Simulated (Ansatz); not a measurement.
# F2HOSn radical: small, medium and large basis sets

How large a basis does F2HOSn radical need? Two functionals are run in growing sets.

Computed with Ansatz 0.2.0, Gaussian basis. Level: one geometry, several basis sets.

Plan: PBE0-D4/def2-SVP; ωB97M-V/def2-SVP; PBE0-D4/def2-QZVPP; ωB97M-V/def2-QZVPP; the functionals' def2-TZVPP values are taken from earlier runs.

## Step 1: The relaxed structure

All runs share one geometry, relaxed beforehand with PBE0-D4 in a triple-zeta def2 set. Sn takes the def2 core potential; no spin-orbit term is included.

SMILES `[O][SnH]([F])[F]`, 5 atoms, charge 0, spin multiplicity 2.

Atoms are counted from 1 here; the program's logs count them from 0.

Bond lengths: O1–Sn2 1.968 Å, Sn2–F3 1.897 Å, Sn2–F4 1.897 Å, Sn2–H5 1.686 Å. Angles: O1–Sn2–F3 107.0°, O1–Sn2–F4 107.0°, O1–Sn2–H5 114.0°, F3–Sn2–F4 102.7°, F3–Sn2–H5 112.6°, F4–Sn2–H5 112.6°.

## Step 2: PBE0-D4 in def2-SVP

The input, in.yaml:

```yaml
crystal:
  periodic: [false, false, false]
  atoms:
    - {symbol: O, position_ang: [-0.379185, -0.578586, 1.803903]}
    - {symbol: Sn, position_ang: [0.125346, -0.008276, -0.011289]}
    - {symbol: F, position_ang: [-0.809954, 1.602930, -0.367552]}
    - {symbol: F, position_ang: [-0.674349, -1.231975, -1.219873]}
    - {symbol: H, position_ang: [1.788142, 0.142308, -0.246590]}
basis:
  gaussian: {orbitals: def2-SVP}
magnetization: {spin_polarized: true, initial_magnetization: 1}
hamiltonian: {xc: pbe0, dispersion: d4}
output: {orbitals: {seedname: orbitals}}
```

Launch:

```console
$ ansatz run in.yaml --threads 4 --pin off --events-out ev --progress --plain --max-ram 10444MiB
```

Further steps of the session: ωB97M-V in def2-SVP; PBE0-D4 in def2-QZVPP; ωB97M-V in def2-QZVPP.

Before running them: what should the planned runs give, taken together? Wanted: PBE0-D4: double and triple zeta above quadruple; ωB97M-V: double and triple zeta above quadruple.

**Answer**, as computed:

| quantity | value |
| --- | --- |
| PBE0-D4: double and triple zeta above quadruple | 10.67, 0.53 eV |
| ωB97M-V: double and triple zeta above quadruple | 10.86, 0.50 eV |

What this shows: PBE0-D4 gains 10.14 eV from double to triple zeta, then 0.53 eV more. Total energies overstate the basis error of differences, where much of it tends to cancel.
